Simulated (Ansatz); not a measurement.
# H4N2Si2: relaxing the atoms, harmonic vibrations and batch in weak fields

The task, for H4N2Si2: 3 runs in a chain (relaxing the atoms, harmonic vibrations and batch in weak fields).

Method: CCSD(T) on Hartree-Fock, Gaussian basis aug-cc-pV(D+d)Z, in Ansatz 0.2.0.

### Step 1. The starting structure

Bond lengths: Si1–N3 1.741 Å, Si2–N3 1.741 Å, Si1–N4 1.741 Å, Si2–N4 1.741 Å, Si1–H5 1.479 Å, Si1–H6 1.471 Å, Si2–H7 1.479 Å, Si2–H8 1.471 Å. Angles: N3–Si2–N4 65.4°, N3–Si2–H7 119.6°, N3–Si2–H8 117.4°, N4–Si2–H7 119.6°, N4–Si2–H8 117.4°, H7–Si2–H8 110.9°, N3–Si1–N4 65.4°, N3–Si1–H5 119.6°, N3–Si1–H6 117.4°, N4–Si1–H5 119.6°, N4–Si1–H6 117.4°, H5–Si1–H6 110.9°, Si1–N3–Si2 98.9°, Si1–N4–Si2 98.9°.

As a file:

```xyz
8

Si    1.3251   -0.0024    0.1437
Si   -1.3205    0.0072    0.1398
N     0.0066    0.9449   -0.4844
N    -0.0002   -0.9355   -0.4912
H     1.5922   -0.0087    1.5983
H     2.5824   -0.0042   -0.6206
H    -1.5920    0.0029    1.5936
H    -2.5755    0.0146   -0.6282
```

### Step 2. Relaxing the atoms: H4N2Si2

Contents of input.yaml:

```yaml
relax:
  f_tol: 0.001
  max_steps: 200
crystal:
  periodic: [false, false, false]
  atoms:
    - { symbol: Si, position_ang: [1.32511, -0.002416, 0.14371] }
    - { symbol: Si, position_ang: [-1.320539, 0.007231, 0.139809] }
    - { symbol: "N", position_ang: [0.006645, 0.944894, -0.484382] }
    - { symbol: "N", position_ang: [-0.000201, -0.935487, -0.491249] }
    - { symbol: H, position_ang: [1.59221, -0.00871, 1.598258] }
    - { symbol: H, position_ang: [2.582403, -0.004205, -0.620615] }
    - { symbol: H, position_ang: [-1.591968, 0.002918, 1.593564] }
    - { symbol: H, position_ang: [-2.575549, 0.014599, -0.628225] }
basis:
  gaussian: { orbitals: "aug-cc-pV(D+d)Z.json" }
hamiltonian:
  xc: hf
correlation:
  method: ccsd_t
```

Command:

```sh
ansatz run input.yaml --threads 8 --pin off --max-ram 16384MiB --backend cpu --events-out ev --progress --plain --runs-dir out
```

The program printed (excerpt; [...] marks lines left out):

```text
Warning: RAYON_NUM_THREADS=8 ignored (pool sized by the plan → 8); use --threads N
[...]
Functional definition: HF
[...]
1593 factors; integrals over basis functions are off by at most 3.9e-4 eV
[...]
mean field -18749.85267035 eV, -689.0443765287 hartree, gradient 1.7e-6 eV, S^2 0.000000; 0 other end points of the search recorded, 0 dependent functions left out; unrestricted orbitals would lower it
12 core orbitals not correlated: weight in the atoms' cores, before any rotation towards them, 1.000 or more for the frozen orbitals, at most 0.000 for the correlated occupied ones
reference -18749.85267035 eV, -689.0443765287 hartree; 11, 11 occupied and 123, 123 virtual orbitals, 1593 factors
second order -15.18714485 eV of doubles, -0.00000000 eV of singles
cycle   1  -15.20168567 eV  change   -1.5e-2 eV  update   1.3e-1
[...]
perturbative correction -0.76423624 eV, -0.0280851639 hartree
[...]
relax step   1: F+E_penalty+E_count = -18766.64161677 eV  Δ(F+E_penalty+E_count) = +0.000e0 eV  max|allowed force component| = 8.539e-1 eV/Å  Δτ_max = 0.0000 Å  (49 SCF iters, accepted)
[...]
relax step   6: F+E_penalty+E_count = -18766.68111267 eV  Δ(F+E_penalty+E_count) = -5.603e-5 eV  max|allowed force component| = 4.215e-3 eV/Å  Δτ_max = 0.0095 Å  (35 SCF iters, accepted)
[...]
relax step   7: F+E_penalty+E_count = -18766.68111571 eV  Δ(F+E_penalty+E_count) = -3.046e-6 eV  max|allowed force component| = 1.204e-4 eV/Å  Δτ_max = 0.0011 Å  (30 SCF iters, accepted)
1593 factors; integrals over basis functions are off by at most 4.0e-4 eV
mean field -18749.74042542 eV, -689.0402516037 hartree, gradient 1.9e-6 eV, S^2 0.000000; 1 other end points of the search recorded, 0 dependent functions left out; unrestricted orbitals would lower it
[...]
12 core orbitals not correlated: weight in the atoms' cores, before any rotation towards them, 1.000 or more for the frozen orbitals, at most 0.000 for the correlated occupied ones
reference -18749.74042542 eV, -689.0402516037 hartree; 11, 11 occupied and 123, 123 virtual orbitals, 1593 factors
second order -15.33278784 eV of doubles, -0.00000000 eV of singles
[...]
cycle  15  -16.14412158 eV  change    1.3e-6 eV  update   1.5e-6
[...]
perturbative correction -0.79656874 eV, -0.0292733611 hartree
[...]
Total energy: -18766.68111573 eV, -689.6628104899 hartree
Atom 0 at     1.335906    -0.002474     0.148247 Å, force     0.000092     0.000001    -0.000040 eV/Å
Atom 1 at    -1.331348     0.007254     0.144312 Å, force    -0.000091     0.000000    -0.000040 eV/Å
Atom 2 at     0.006747     0.960149    -0.514629 Å, force    -0.000001     0.000035     0.000109 eV/Å
Atom 3 at    -0.000211    -0.950525    -0.521606 Å, force     0.000000    -0.000035     0.000109 eV/Å
Atom 4 at     1.570288    -0.008686     1.615683 Å, force     0.000120    -0.000001    -0.000055 eV/Å
Atom 5 at     2.603876    -0.004314    -0.612258 Å, force     0.000038    -0.000001    -0.000013 eV/Å
Atom 6 at    -1.570097     0.002767     1.611050 Å, force    -0.000120     0.000001    -0.000056 eV/Å
Atom 7 at    -2.597049     0.014654    -0.619929 Å, force    -0.000038     0.000000    -0.000014 eV/Å
Dipole moment:    -0.000617    -0.001512     0.414818 e Å
```

Wall time 5.9 min (8 threads of Intel Xeon Platinum 8259CL at 2.50GHz (Skylake/Cascade Lake), shared host); peak memory 2.5 GiB.

The steps of the relaxation:

```csv
step,E - E(step 1) (eV),largest force component (eV/Å)
1,0.0000,0.8539
2,-0.0252,0.5061
3,-0.0390,0.0685
4,-0.0387,0.0737
5,-0.0394,0.0046
6,-0.0395,0.0042
7,-0.0395,0.0001
```

Step 1 is the start. Step 4 was tried and not accepted.

Before: Bond lengths: Si1–N3 1.741 Å, Si2–N3 1.741 Å, Si1–N4 1.741 Å, Si2–N4 1.741 Å, Si1–H5 1.479 Å, Si1–H6 1.471 Å, Si2–H7 1.479 Å, Si2–H8 1.471 Å. Angles: N3–Si2–N4 65.4°, N3–Si2–H7 119.6°, N3–Si2–H8 117.4°, N4–Si2–H7 119.6°, N4–Si2–H8 117.4°, H7–Si2–H8 110.9°, N3–Si1–N4 65.4°, N3–Si1–H5 119.6°, N3–Si1–H6 117.4°, N4–Si1–H5 119.6°, N4–Si1–H6 117.4°, H5–Si1–H6 110.9°, Si1–N3–Si2 98.9°, Si1–N4–Si2 98.9°.

After: Bond lengths: Si1–N3 1.770 Å, Si2–N3 1.770 Å, Si1–N4 1.770 Å, Si2–N4 1.770 Å, Si1–H5 1.486 Å, Si1–H6 1.479 Å, Si2–H7 1.486 Å, Si2–H8 1.479 Å. Angles: Si1–N3–Si2 97.8°, N3–Si1–N4 65.3°, N3–Si1–H5 119.4°, N3–Si1–H6 116.9°, N4–Si1–H5 119.4°, N4–Si1–H6 116.9°, H5–Si1–H6 111.9°, N3–Si2–N4 65.3°, N3–Si2–H7 119.4°, N3–Si2–H8 116.9°, N4–Si2–H7 119.4°, N4–Si2–H8 116.9°, H7–Si2–H8 111.9°, Si1–N4–Si2 97.8°.

### Step 3. Harmonic vibrations

It takes the final geometry of step 2.

Contents of input.yaml:

```yaml
crystal:
  periodic: [false, false, false]
  atoms:
    - { symbol: Si, position_ang: [1.33590567, -0.00247425, 0.14824661] }
    - { symbol: Si, position_ang: [-1.33134792, 0.00725366, 0.14431228] }
    - { symbol: "N", position_ang: [0.00674686, 0.96014919, -0.51462913] }
    - { symbol: "N", position_ang: [-0.0002114, -0.95052514, -0.52160579] }
    - { symbol: H, position_ang: [1.57028815, -0.00868592, 1.61568269] }
    - { symbol: H, position_ang: [2.60387586, -0.00431449, -0.61225775] }
    - { symbol: H, position_ang: [-1.57009746, 0.00276736, 1.61105046] }
    - { symbol: H, position_ang: [-2.59704876, 0.01465359, -0.61992937] }
basis:
  gaussian: { orbitals: "aug-cc-pV(D+d)Z.json" }
hamiltonian:
  xc: hf
correlation:
  method: ccsd_t
phonons: {}
```

Command:

```sh
ansatz run input.yaml --threads 8 --pin off --max-ram 16384MiB --backend cpu --events-out ev --progress --plain --runs-dir out
```

The program printed (excerpt; [...] marks lines left out):

```text
Warning: RAYON_NUM_THREADS=8 ignored (pool sized by the plan → 8); use --threads N
[...]
[... 1 set-up line as earlier in the session ...]
[...]
1593 factors; integrals over basis functions are off by at most 4.0e-4 eV
[...]
mean field -18749.74042542 eV, -689.0402516038 hartree, gradient 1.6e-6 eV, S^2 0.000000; 0 other end points of the search recorded, 0 dependent functions left out; unrestricted orbitals would lower it
12 core orbitals not correlated: weight in the atoms' cores, before any rotation towards them, 1.000 or more for the frozen orbitals, at most 0.000 for the correlated occupied ones
reference -18749.74042542 eV, -689.0402516038 hartree; 11, 11 occupied and 123, 123 virtual orbitals, 1593 factors
second order -15.33278785 eV of doubles, -0.00000000 eV of singles
cycle   1  -15.28334389 eV  change    4.9e-2 eV  update   1.4e-1
[...]
perturbative correction -0.79656874 eV, -0.0292733613 hartree
[...]
reference -18749.74217865 eV, -689.0403160336 hartree; 11, 11 occupied and 123, 123 virtual orbitals, 1593 factors
second order -15.33082473 eV of doubles, -0.00000000 eV of singles
[...]
perturbative correction -0.79619343 eV, -0.0292595687 hartree
[...]
1593 factors; integrals over basis functions are off by at most 4.0e-4 eV
[...]
mean field -18749.73563124 eV, -689.0400754207 hartree, gradient 2.6e-6 eV, S^2 0.000000; 0 other end points of the search recorded, 0 dependent functions left out; unrestricted orbitals would lower it
12 core orbitals not correlated: weight in the atoms' cores, before any rotation towards them, 1.000 or more for the frozen orbitals, at most 0.000 for the correlated occupied ones
reference -18749.73563124 eV, -689.0400754207 hartree; 11, 11 occupied and 123, 123 virtual orbitals, 1593 factors
second order -15.33720608 eV of doubles, -0.00000000 eV of singles
[...]
cycle   8  -16.14782428 eV  change   -2.6e-4 eV  update   5.4e-4
```

### Step 4. More of the same log

Output, continued (excerpt; [...] marks lines left out):

```text
cycle   9  -16.14766682 eV  change    1.6e-4 eV  update   2.6e-4
[...]
perturbative correction -0.79778160 eV, -0.0293179331 hartree
[...]
1593 factors; integrals over basis functions are off by at most 4.0e-4 eV
mean field -18749.74512305 eV, -689.0404242385 hartree, gradient 2.3e-6 eV, S^2 0.000000; 0 other end points of the search recorded, 0 dependent functions left out; unrestricted orbitals would lower it
12 core orbitals not correlated: weight in the atoms' cores, before any rotation towards them, 1.000 or more for the frozen orbitals, at most 0.000 for the correlated occupied ones
reference -18749.74512305 eV, -689.0404242385 hartree; 11, 11 occupied and 123, 123 virtual orbitals, 1593 factors
second order -15.32835928 eV of doubles, -0.00000000 eV of singles
[...]
perturbative correction -0.79535732 eV, -0.0292288425 hartree
[...]
reference -18749.73978429 eV, -689.0402280427 hartree; 11, 11 occupied and 123, 123 virtual orbitals, 1593 factors
second order -15.33319841 eV of doubles, -0.00000000 eV of singles
[...]
perturbative correction -0.79667702 eV, -0.0292773404 hartree
[...]
1593 factors; integrals over basis functions are off by at most 4.0e-4 eV
mean field -18749.74032698 eV, -689.0402479860 hartree, gradient 1.9e-6 eV, S^2 0.000000; 0 other end points of the search recorded, 0 dependent functions left out; unrestricted orbitals would lower it
12 core orbitals not correlated: weight in the atoms' cores, before any rotation towards them, 1.000 or more for the frozen orbitals, at most 0.000 for the correlated occupied ones
reference -18749.74032698 eV, -689.0402479860 hartree; 11, 11 occupied and 123, 123 virtual orbitals, 1593 factors
second order -15.33287356 eV of doubles, -0.00000000 eV of singles
[...]
cycle  15  -16.14419806 eV  change    1.4e-6 eV  update   1.5e-6
[...]
```

### Step 5. More of the same log

Output, continued (excerpt; [...] marks lines left out):

```text
[...]
perturbative correction -0.79658315 eV, -0.0292738907 hartree
[...]
1593 factors; integrals over basis functions are off by at most 4.0e-4 eV
mean field -18749.74050765 eV, -689.0402546257 hartree, gradient 1.5e-6 eV, S^2 0.000000; 0 other end points of the search recorded, 0 dependent functions left out; unrestricted orbitals would lower it
12 core orbitals not correlated: weight in the atoms' cores, before any rotation towards them, 1.000 or more for the frozen orbitals, at most 0.000 for the correlated occupied ones
reference -18749.74050765 eV, -689.0402546257 hartree; 11, 11 occupied and 123, 123 virtual orbitals, 1593 factors
second order -15.33270455 eV of doubles, -0.00000000 eV of singles
cycle   1  -15.28329307 eV  change    4.9e-2 eV  update   1.4e-1
[...]
perturbative correction -0.79655437 eV, -0.0292728331 hartree
[...]
Atom 0 at     1.335906    -0.002474     0.148247 Å, force     0.000092    -0.000000    -0.000039 eV/Å
Atom 1 at    -1.331348     0.007254     0.144312 Å, force    -0.000091     0.000000    -0.000040 eV/Å
Atom 2 at     0.006747     0.960149    -0.514629 Å, force    -0.000000     0.000034     0.000109 eV/Å
Atom 3 at    -0.000211    -0.950525    -0.521606 Å, force    -0.000000    -0.000035     0.000109 eV/Å
Atom 4 at     1.570288    -0.008686     1.615683 Å, force     0.000120    -0.000000    -0.000055 eV/Å
Atom 5 at     2.603876    -0.004314    -0.612258 Å, force     0.000038    -0.000000    -0.000014 eV/Å
Atom 6 at    -1.570097     0.002767     1.611050 Å, force    -0.000120     0.000001    -0.000056 eV/Å
Atom 7 at    -2.597049     0.014654    -0.619929 Å, force    -0.000038     0.000000    -0.000014 eV/Å
Dipole moment:    -0.000617    -0.001512     0.414818 e Å
Vibrations: 217.19 419.98 509.39 533.43 643.19 656.25 686.89 690.97 796.15 800.46 822.45 885.50 981.11 1003.20 2228.96 2238.35 2281.08 2283.36 cm⁻¹, zero-point energy 1.157883 eV
```

It took 13 min on 8 threads of Intel Xeon Platinum 8259CL at 2.50GHz (Skylake/Cascade Lake), shared host; peak memory 2.5 GiB.

Harmonic frequencies from the force constants, with rigid motions projected out (i: imaginary):

| mode | cm⁻¹ |
| --- | --- |
| 1 | 217 |
| 2 | 420 |
| 3 | 509 |
| 4 | 534 |
| 5 | 643 |
| 6 | 656 |
| 7 | 687 |
| 8 | 691 |
| 9 | 797 |
| 10 | 801 |
| 11 | 823 |
| 12 | 886 |
| 13 | 981 |
| 14 | 1003 |
| 15 | 2229 |
| 16 | 2239 |
| 17 | 2281 |
| 18 | 2284 |

### Step 6. Batch in weak fields

It takes final geometries of earlier steps.

input.yaml: that of step 3 with these lines changed.

```diff
@@ -1 +1,12 @@
+hamiltonian:
+  xc: hf
+correlation:
+  method: ccsd_t
+batch:
+  members: [f0p.yaml, f0m.yaml, f1p.yaml, f1m.yaml, f2p.yaml, f2m.yaml]
+output:
+  forces: true
+scf:
+  lower_state_search: "off"
+# f0m.yaml, one of 6 members:
 crystal:
@@ -12,7 +23,6 @@
 basis:
-  gaussian: { orbitals: "aug-cc-pV(D+d)Z.json" }
-hamiltonian:
-  xc: hf
-correlation:
-  method: ccsd_t
-phonons: {}
+  gaussian:
+    orbitals: "aug-cc-pV(D+d)Z.json"
+    point_charges:
+      - { charge: 2.500062, position_ang: [60.002264, 0.002353, 0.156359] }
+      - { charge: -2.500062, position_ang: [-59.997736, 0.002353, 0.156359] }
```

The program printed (excerpt; [...] marks lines left out):

```text
Warning: RAYON_NUM_THREADS=8 ignored (pool sized by the plan → 8); use --threads N
[...]
[... 1 set-up line as earlier in the session ...]
[...]
Member 0: Total energy: -18766.68125278 eV, -689.6628155262 hartree
Member 0: Atom 0 at     1.335906    -0.002474     0.148247 Å, force     0.031337    -0.000079     0.004213 eV/Å
Member 0: Atom 1 at    -1.331348     0.007254     0.144312 Å, force     0.031067    -0.000049    -0.004186 eV/Å
Member 0: Atom 2 at     0.006747     0.960149    -0.514629 Å, force    -0.019103     0.000099     0.000063 eV/Å
Member 0: Atom 3 at    -0.000211    -0.950525    -0.521606 Å, force    -0.019102    -0.000024     0.000062 eV/Å
Member 0: Atom 4 at     1.570288    -0.008686     1.615683 Å, force    -0.006038     0.000017    -0.001258 eV/Å
Member 0: Atom 5 at     2.603876    -0.004314    -0.612258 Å, force    -0.005841     0.000011     0.000091 eV/Å
[...]
Member 4: Atom 0 at     1.335906    -0.002474     0.148247 Å, force    -0.000264    -0.000018     0.019011 eV/Å
Member 4: Atom 1 at    -1.331348     0.007254     0.144312 Å, force     0.000300    -0.000021     0.018999 eV/Å
Member 4: Atom 2 at     0.006747     0.960149    -0.514629 Å, force    -0.000011     0.001273    -0.009233 eV/Å
Member 4: Atom 3 at    -0.000211    -0.950525    -0.521606 Å, force    -0.000019    -0.001269    -0.009242 eV/Å
Member 4: Atom 4 at     1.570288    -0.008686     1.615683 Å, force    -0.000087     0.000011    -0.005545 eV/Å
Member 4: Atom 5 at     2.603876    -0.004314    -0.612258 Å, force     0.000217     0.000005    -0.004236 eV/Å
Member 4: Atom 6 at    -1.570097     0.002767     1.611050 Å, force     0.000086     0.000011    -0.005541 eV/Å
Member 4: Atom 7 at    -2.597049     0.014654    -0.619929 Å, force    -0.000222     0.000007    -0.004237 eV/Å
Member 4: Dipole moment:    -0.000612    -0.001515     0.427155 e Å
Member 4: Checks for a lower state left out: starts, cluster_reference, orbital_swaps, neighbouring_geometries, increment
```

It took 4.5 min on 8 threads of Intel Xeon Platinum 8259CL at 2.50GHz (Skylake/Cascade Lake), shared host; peak memory 9.4 GiB.

### Step 7. The runs side by side

```
step  energy above the lowest (eV)  charge  2S+1 typed  ⟨S²⟩  dipole (D)     time
   2                         0.000       0           1  0.00        1.99  5.9 min
   3                         0.000       0           1  0.00        1.99   13 min
```

| quantity | value |
| --- | --- |
| harmonic frequencies (step 3) | 217 to 2284 cm⁻¹ |
| zero-point energy (step 3) | 1.158 eV |
| mean polarisability (step 6) | 9.57 Å³ |

In step 3 all modes are real: a minimum.
